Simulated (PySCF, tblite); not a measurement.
# C7H12AlCl: geometry, infrared bands and NMR shifts

Wanted: the infrared bands and NMR shifts of C7H12AlCl (`C=C(C)/C=C(/C)[CH2][AlH][Cl]`), by calculation.

The runs use tblite 0.8.0 and PySCF 2.14.0, with density-fitted response routines of our own; the level of theory stands in each step. All values are computed, except where a source is named. Atoms are numbered from 0 throughout.

### 1 The molecule as given

21 atoms, charge 0, multiplicity 1; geometry from: force field or distance geometry start.

Bonds of the start (Å): C0–C1 1.33, C1–C2 1.50, C1–C3 1.48, C3–C4 1.36, C4–C5 1.51, C4–C6 1.50, C6–Al7 2.00, Al7–Cl8 2.22, C0–H9 1.07, C0–H10 1.09, C2–H11 1.11, C2–H12 1.11, C2–H13 1.12, C3–H14 1.08, C5–H15 1.11, C5–H16 1.12, C5–H17 1.11, C6–H18 1.11, C6–H19 1.11, Al7–H20 1.59.

### 2 Relaxing the molecule with GFN2-xTB

Job settings and geometry (Å):

```
{"job": {"kind": "relax", "xc": "GFN2-xTB", "basis": "xTB"}, "charge": 0, "multiplicity": 1}
C     -1.507000    -1.569400    -1.288900
C     -1.352700    -0.476300    -0.540600
C     -2.239500    -0.257400     0.652800
C     -0.339300     0.532300    -0.935600
C      0.670400     0.955200    -0.137000
C      1.615400     1.976200    -0.717600
C      0.933900     0.414200     1.238600
Al     1.736500    -1.421700     1.182700
Cl     2.101900    -2.409800    -0.767600
H     -0.902200    -1.737200    -2.157400
H     -2.269700    -2.308100    -1.041500
H     -2.172300     0.789900     1.013100
H     -1.981200    -0.949100     1.480000
H     -3.303200    -0.432300     0.360500
H     -0.397100     0.894600    -1.946400
H      1.065400     2.911700    -0.940900
H      2.436900     2.229000    -0.001100
H      2.082600     1.576000    -1.643900
H      1.672900     1.045100     1.782700
H      0.022700     0.419800     1.868300
H      2.116700    -2.165900     2.539400
```

Launch:

```console
OMP_NUM_THREADS=1 python probes_run.py task.json out
```

One launch serves the whole session: the jobs run in the order shown.

**Question.** This job is followed by: GFN2-xTB harmonic vibrations, gas phase; GIAO PBE0/pcSseg-1 NMR shielding, non-relativistic, gas phase. Predict these results of the whole session: strongest single infrared mode (GFN2-xTB); zero-point energy (GFN2-xTB); 13C shifts against TMS (PBE0/pcSseg-1); 1H shifts against TMS (PBE0/pcSseg-1, means over atoms taken as alike); 27Al shifts against AlH4- (PBE0/pcSseg-1); 35Cl shifts against HCl (PBE0/pcSseg-1); surface potential, 1st and 99th percentile.

As calculated:

| quantity | value |
| --- | --- |
| strongest single infrared mode (GFN2-xTB) | 643 cm⁻¹, 370 km/mol |
| zero-point energy (GFN2-xTB) | 102.3 kcal/mol |
| 13C shifts against TMS (PBE0/pcSseg-1) | 194.5, 190.6, 127.7, 73.7, 57.7, 33.8, 33.4 ppm |
| 1H shifts against TMS (PBE0/pcSseg-1, means over atoms taken as alike) | 6.55, 3.56, 3.40, 2.67, 2.65, 2.47, 2.39 ppm |
| 27Al shifts against AlH4- (PBE0/pcSseg-1) | 97.5 ppm |
| 35Cl shifts against HCl (PBE0/pcSseg-1) | 90 ppm |
| surface potential, 1st and 99th percentile | -1.10 V and 1.07 V |

**Reading.** Relaxing lowered the energy by 1.274 eV in 287 steps; the close pair that moved most is C0–Al7, from 4.081 to 2.166 Å. The lowest mode is imaginary (50i cm⁻¹), so the xTB geometry is not a minimum. The strongest single mode, at 643 cm⁻¹, moves mainly H20. GFN2-xTB is a fitted tight-binding method: band positions and strengths are rough. Its intensities can rank the bands wrongly. H14 (hydrogen on an alkene CH) lies farthest downfield among hydrogen, at 6.55 ppm; attached to an sp2 carbon and in the plane of the double bond. At PBE0/pcSseg-1: Shielding is most anisotropic at Cl8 (span 407 ppm, paramagnetic term -289 ppm). By nearest atom (PBE0/pcSseg-1), the HOMO sits on C3 21 %; C0, C6 about 13 % each and the LUMO on C1, C4 about 26 % each; C0 8 %.
